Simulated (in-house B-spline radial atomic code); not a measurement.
**Cs³⁴⁺: excited configurations in jj coupling**

Aim: the energies of several excited configurations of Cs³⁴⁺ above a reference configuration, each from its own self-consistent run.

The numbers are computed with in-house B-spline radial atomic code version 1 (Dirac-Hartree-Fock, average of configuration, Fermi nucleus, basis-set limit), except any that are marked as measured or tabulated.

**1. The system**

```
element       : caesium (Z = 55)
charge        : +34
electrons     : 21
configuration : 1s2 2s2 2p6 3s2 3p6 3d-3
Hamiltonian   : Dirac-Coulomb
nucleus       : Fermi, rms radius 4.804 fm
```

In configurations, a minus sign after the shell means j = l − 1/2 and a plus sign j = l + 1/2; the count of electrons follows.

Input settings:

```ini
Z = 55
electrons = 21.0
configuration = 1s2 2s2 2p6 3s2 3p6 3d-3
hamiltonian = dirac
method = hf
spin_polarised = False
nucleus = fermi
rms_radius = 4.8041
mass_number = 133
atomic_mass = 132.905451958
speed_of_light = 137.035999084
```

This reference run was done before. Its total energy is -6947.902110 hartree, and its levels are (the highest eight at most):

```csv
orbital,occupation,energy (eV),<r> (bohr)
1s1/2,2,-37876.5,0.02610
2s1/2,2,-7418.20,0.1107
2p1/2,2,-7080.16,0.09339
2p3/2,4,-6710.38,0.09889
3s1/2,2,-2649.92,0.2793
3p1/2,2,-2518.80,0.2670
3p3/2,4,-2420.92,0.2769
3d3/2,3,-2233.94,0.2425
```

**2. Run with 1s2 2s2 2p6 3s2 3p-2 3p+3 3d+3 4s1**

Input settings:

```ini
Z = 55
electrons = 21.0
configuration = 1s2 2s2 2p6 3s2 3p-2 3p+3 3d+3 4s1
hamiltonian = dirac
method = hf
spin_polarised = False
nucleus = fermi
rms_radius = 4.8041
mass_number = 133
atomic_mass = 132.905451958
speed_of_light = 137.035999084
```

**3. Configuration 1s2 2s2 2p6 3s2 3p-2 3p+3 3d+3 6p-1**

Settings: those of step 2 with these lines changed.

```diff
@@ -2,3 +2,3 @@
 electrons = 21.0
-configuration = 1s2 2s2 2p6 3s2 3p-2 3p+3 3d+3 4s1
+configuration = 1s2 2s2 2p6 3s2 3p-2 3p+3 3d+3 6p-1
 hamiltonian = dirac
```

**4. 1s2 2s2 2p6 3s2 3p6 3d-1 3d+1 7g+1**

Settings: those of step 3 with these lines changed.

```diff
@@ -2,3 +2,3 @@
 electrons = 21.0
-configuration = 1s2 2s2 2p6 3s2 3p-2 3p+3 3d+3 6p-1
+configuration = 1s2 2s2 2p6 3s2 3p6 3d-1 3d+1 7g+1
 hamiltonian = dirac
```

**5. 1s2 2s2 2p6 3s2 3p-2 3p+3 3d-2 3d+1 6g-1**

Settings: those of step 4 with these lines changed.

```diff
@@ -2,3 +2,3 @@
 electrons = 21.0
-configuration = 1s2 2s2 2p6 3s2 3p6 3d-1 3d+1 7g+1
+configuration = 1s2 2s2 2p6 3s2 3p-2 3p+3 3d-2 3d+1 6g-1
 hamiltonian = dirac
```

**6. 1s2 2s2 2p6 3s2 3p6 3d+2 7f-1**

Settings: those of step 5 with these lines changed.

```diff
@@ -2,3 +2,3 @@
 electrons = 21.0
-configuration = 1s2 2s2 2p6 3s2 3p-2 3p+3 3d-2 3d+1 6g-1
+configuration = 1s2 2s2 2p6 3s2 3p6 3d+2 7f-1
 hamiltonian = dirac
```

**7. Configuration 1s2 2s2 2p6 3s2 3p6 3d-1 3d+2**

Settings: those of step 6 with these lines changed.

```diff
@@ -2,3 +2,3 @@
 electrons = 21.0
-configuration = 1s2 2s2 2p6 3s2 3p6 3d+2 7f-1
+configuration = 1s2 2s2 2p6 3s2 3p6 3d-1 3d+2
 hamiltonian = dirac
```

**8. Configuration 1s2 2s2 2p6 3s2 3p6 3d+3**

Settings: those of step 7 with these lines changed.

```diff
@@ -2,3 +2,3 @@
 electrons = 21.0
-configuration = 1s2 2s2 2p6 3s2 3p6 3d-1 3d+2
+configuration = 1s2 2s2 2p6 3s2 3p6 3d+3
 hamiltonian = dirac
```

**Question.** How far above the reference does each configuration lie (order and size, in eV)?

As calculated:

| net move | configuration | energy above the reference (eV) | with Breit, QED, recoil (eV) | largest <r> (bohr) |
| --- | --- | --- | --- | --- |
| 2×3d3/2 → 2×3d5/2 | 1s2 2s2 2p6 3s2 3p6 3d-1 3d+2 | 38.898 | 37.554 | 0.279 |
| 3×3d3/2 → 3×3d5/2 | 1s2 2s2 2p6 3s2 3p6 3d+3 | 55.587 | 53.872 | 0.279 |
| 3×3d3/2, 3p3/2 → 3×3d5/2, 4s | 1s2 2s2 2p6 3s2 3p-2 3p+3 3d+3 4s1 | 1158.49 | 1155.85 | 0.543 |
| 2×3d3/2 → 3d5/2, 7g9/2 | 1s2 2s2 2p6 3s2 3p6 3d-1 3d+1 7g+1 | 1909.61 | 1907.65 | 1.80 |
| 3×3d3/2 → 2×3d5/2, 7f5/2 | 1s2 2s2 2p6 3s2 3p6 3d+2 7f-1 | 1920.91 | 1918.49 | 1.88 |
| 3×3d3/2, 3p3/2 → 3×3d5/2, 6p1/2 | 1s2 2s2 2p6 3s2 3p-2 3p+3 3d+3 6p-1 | 1959.50 | 1955.98 | 1.33 |
| 3d3/2, 3p3/2 → 3d5/2, 6g7/2 | 1s2 2s2 2p6 3s2 3p-2 3p+3 3d-2 3d+1 6g-1 | 1977.42 | 1974.66 | 1.25 |

What this shows: At the bottom stands 2×3d3/2 → 2×3d5/2 (38.898 eV), at the top 3d3/2, 3p3/2 → 3d5/2, 6g7/2 (1977.42 eV). These are averages over configurations, without correlation, not spectroscopic levels.
